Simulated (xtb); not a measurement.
**Si2H5OF (SMILES O[SiH2][SiH2]F): GFN2-xTB**

Aim: the energy change on altering one bond length of Si2H5OF at GFN2-xTB, from 2 runs. 

Program for the calculation: xtb 6.7.1.

16 further runs of the same task are left out: 1 that didn't finish, 15 set aside as unsound or not needed.

### Step 1. The system as given

The species is Si2H5OF (9 atoms), meant as a singlet with charge 0. As SMILES, `O[SiH2][SiH2]F`. The shape is that of a PBE0-D4/def2-TZVP optimisation. This is one conformer, not always the lowest.

Bond lengths: O1–Si2 1.651 Å, Si2–Si3 2.352 Å, Si3–F4 1.607 Å, O1–H5 0.958 Å, Si2–H6 1.494 Å, Si2–H7 1.483 Å, Si3–H8 1.488 Å, Si3–H9 1.490 Å. Some angles: O1–Si2–Si3 113.4°, Si2–Si3–F4 111.2°, O1–Si2–H6 111.7°, O1–Si2–H7 105.7°, Si3–Si2–H6 106.2°, Si3–Si2–H7 111.0°, Si2–O1–H5 118.1°, Si2–Si3–H8 110.7°, Si2–Si3–H9 111.2°, F4–Si3–H8 107.9°.

### Step 2. Energy and forces at GFN2-xTB

The input, input.inp:

```
$chrg 0
$spin 0
$end
```

The input, start.xyz:

```xyz
9

O     -0.73660000     1.47810000    -1.28910000
Si     0.51920000     0.65270000    -0.60480000
Si    -0.17190000    -1.08610000     0.82080000
F     -0.96150000    -2.22560000     0.00800000
H     -1.38870000     1.87070000    -0.70760000
H      1.38530000     1.54780000     0.22050000
H      1.31830000     0.12530000    -1.73720000
H      1.00030000    -1.72410000     1.47900000
H     -1.09040000    -0.58130000     1.87950000
```

Command:

```console
$ xtb start.xyz --input input.inp --grad --json > xtb.out
```

What it wrote, cut to the lines that bear on the results:

```text
* xtb version 6.7.1
[...]
          :  # basis functions                  33          :
[...]
          :  # electrons                        26          :
[...]
          :  Hamiltonian                  GFN2-xTB          :
[...]
          :  net charge                          0          :
          :  unpaired electrons                  0          :
[...]
   *** convergence criteria satisfied after 13 iterations ***
[...]
         ::                     SUMMARY                     ::
         :::::::::::::::::::::::::::::::::::::::::::::::::::::
         :: total energy             -14.908032689393 Eh    ::
         :: gradient norm              0.034481821862 Eh/a0 ::
         :: HOMO-LUMO gap              4.531131163596 eV    ::
         ::.................................................::
         :: SCC energy               -14.982841512740 Eh    ::
         :: -> isotropic ES            0.052422193623 Eh    ::
         :: -> anisotropic ES          0.002409515852 Eh    ::
         :: -> anisotropic XC          0.002674894499 Eh    ::
         :: -> dispersion             -0.004980283292 Eh    ::
         :: repulsion energy           0.074808823347 Eh    ::
         :: add. restraining           0.000000000000 Eh    ::
         :: total charge              -0.000000000000 e     ::
         :::::::::::::::::::::::::::::::::::::::::::::::::::::
[...]
        13        2.0000           -0.3650830              -9.9344 (HOMO)
        14                         -0.1985670              -5.4033 (LUMO)
[...]
     #   Z          covCN         q      C6AA      α(0)
     1   8 O        1.575    -0.478    22.486     6.399
     2  14 Si       3.522     0.439   101.355    19.437
     3  14 Si       3.454     0.455   103.976    19.858
     4   9 F        0.705    -0.274    12.044     4.098
     5   1 H        0.809     0.297     0.729     1.341
     6   1 H        0.908    -0.126     6.556     4.005
     7   1 H        0.912    -0.094     5.367     3.624
     8   1 H        0.911    -0.112     6.013     3.836
     9   1 H        0.910    -0.107     5.811     3.771
[...]
     #   Z sym  total        # sym  WBO       # sym  WBO       # sym  WBO
 ---------------------------------------------------------------------------
     1   8 O    2.173 --     2 Si   1.194     5 H    0.892
     2  14 Si   3.869 --     1 O    1.194     7 H    0.889     6 H    0.885
                             3 Si   0.800
     3  14 Si   3.787 --     4 F    1.116     8 H    0.893     9 H    0.888
                             2 Si   0.800
     4   9 F    1.196 --     3 Si   1.116
     5   1 H    0.912 --     1 O    0.892
     6   1 H    0.984 --     2 Si   0.885
     7   1 H    0.991 --     2 Si   0.889
     8   1 H    0.987 --     3 Si   0.893
     9   1 H    0.989 --     3 Si   0.888
 ---------------------------------------------------------------------------
[...]
molecular dipole:
                 x           y           z       tot (Debye)
 q only:        0.113       0.568       0.532
   full:       -0.017       0.627       0.572       2.158
molecular quadrupole (traceless):
[...]
          | TOTAL ENERGY              -14.908032689393 Eh   |
          | GRADIENT NORM               0.034481821862 Eh/α |
          | HOMO-LUMO GAP               4.531131163596 eV   |
           -------------------------------------------------
[...]
```

Standard error:

```text
normal termination of xtb
```

Wall time 0.029 s (1 thread of Intel Xeon 6975P-C (Granite Rapids), shared host).

### Step 3. The distorted shape

The input, detailed.inp:

```
$chrg 0
$spin 0
$end
```

The input, coord:

```
$coord angs
    -1.4295080     0.7619910    -1.9493670  O
    -0.1737080    -0.0634090    -1.2650670  Si
    -0.8648080    -1.8022090     0.1605330  Si
    -1.6544080    -2.9417090    -0.6522670  F
    -2.0816080     1.1545910    -1.3678670  H
     1.3853000     1.5478000     0.2205000  H
     0.6253920    -0.5908090    -2.3974670  H
     0.3073920    -2.4402090     0.8187330  H
    -1.7833080    -1.2974090     1.2192330  H
$end
```

Command:

```console
$ xtb --gfn2 --input detailed.inp --json --grad -- coord > out.txt 2> xtb.err
```

What it wrote, cut to the lines that bear on the results:

```text
* xtb version 6.7.1
[...]
          :  # basis functions                  33          :
[...]
          :  # electrons                        26          :
[...]
          :  Hamiltonian                  GFN2-xTB          :
[...]
          :  net charge                          0          :
          :  unpaired electrons                  0          :
[...]
   *** convergence criteria satisfied after 15 iterations ***
[...]
         ::                     SUMMARY                     ::
         :::::::::::::::::::::::::::::::::::::::::::::::::::::
         :: total energy             -14.814748880098 Eh    ::
         :: gradient norm              0.058850990060 Eh/a0 ::
         :: HOMO-LUMO gap              1.776560621107 eV    ::
         ::.................................................::
         :: SCC energy               -14.882396704411 Eh    ::
         :: -> isotropic ES            0.059744514549 Eh    ::
         :: -> anisotropic ES          0.002034493957 Eh    ::
         :: -> anisotropic XC          0.003039368382 Eh    ::
         :: -> dispersion             -0.006423061656 Eh    ::
         :: repulsion energy           0.067647824313 Eh    ::
         :: add. restraining           0.000000000000 Eh    ::
         :: total charge               0.000000000000 e     ::
         :::::::::::::::::::::::::::::::::::::::::::::::::::::
[...]
        13        2.0000           -0.3472446              -9.4490 (HOMO)
        14                         -0.2819572              -7.6724 (LUMO)
[...]
     #   Z          covCN         q      C6AA      α(0)
     1   8 O        1.575    -0.450    21.898     6.314
     2  14 Si       2.613     0.475   176.316    29.151
     3  14 Si       3.454     0.474   103.493    19.812
     4   9 F        0.705    -0.261    11.898     4.073
     5   1 H        0.809     0.310     0.689     1.304
     6   1 H        0.000    -0.306    58.892    14.032
     7   1 H        0.912    -0.051     4.125     3.177
     8   1 H        0.911    -0.097     5.470     3.658
     9   1 H        0.910    -0.093     5.341     3.615
[...]
          | TOTAL ENERGY              -14.814748880098 Eh   |
          | GRADIENT NORM               0.058850990060 Eh/α |
          | HOMO-LUMO GAP               1.776560621107 eV   |
           -------------------------------------------------
[...]
```

Standard error:

```text
normal termination of xtb
```

Wall time 0.033 s (1 thread of Intel Xeon 6975P-C (Granite Rapids), shared host).

### Step 4. Results

At GFN2-xTB:

```
                                                          quantity          value
                                         first shape: total energy   -14.90803 Eh
                                        first shape: dipole moment         2.16 D
                                          first shape: HOMO energy       -9.93 eV
                                          first shape: LUMO energy       -5.40 eV
                                        first shape: HOMO–LUMO gap        4.53 eV
                                    first shape: dispersion energy  -13.08 kJ/mol
                             first shape: largest force on an atom     1.121 eV/Å
                       first shape: mean polarisability (D4 model)     66.4 bohr³
                                     distorted shape: total energy   -14.81475 Eh
                                    distorted shape: dipole moment         2.55 D
                                      distorted shape: HOMO energy       -9.45 eV
                                      distorted shape: LUMO energy       -7.67 eV
                                    distorted shape: HOMO–LUMO gap        1.78 eV
                                distorted shape: dispersion energy  -16.86 kJ/mol
                         distorted shape: largest force on an atom     2.049 eV/Å
                   distorted shape: mean polarisability (D4 model)     85.1 bohr³
energy change with the Si2–H6 bond stretched from 1.494 to 2.689 Å       2.538 eV
```

What this shows: With the Si2–H6 bond stretched from 1.494 to 2.689 Å the energy rises by 2.54 eV (245 kJ/mol). The first shape isn't relaxed at this level, so the change isn't measured from a minimum. The largest force (first shape) is 1.12 eV/Å: the shape isn't a stationary point for this species at this level. Mulliken charges (first shape) run from -0.48 on O1 to +0.46 on Si3.
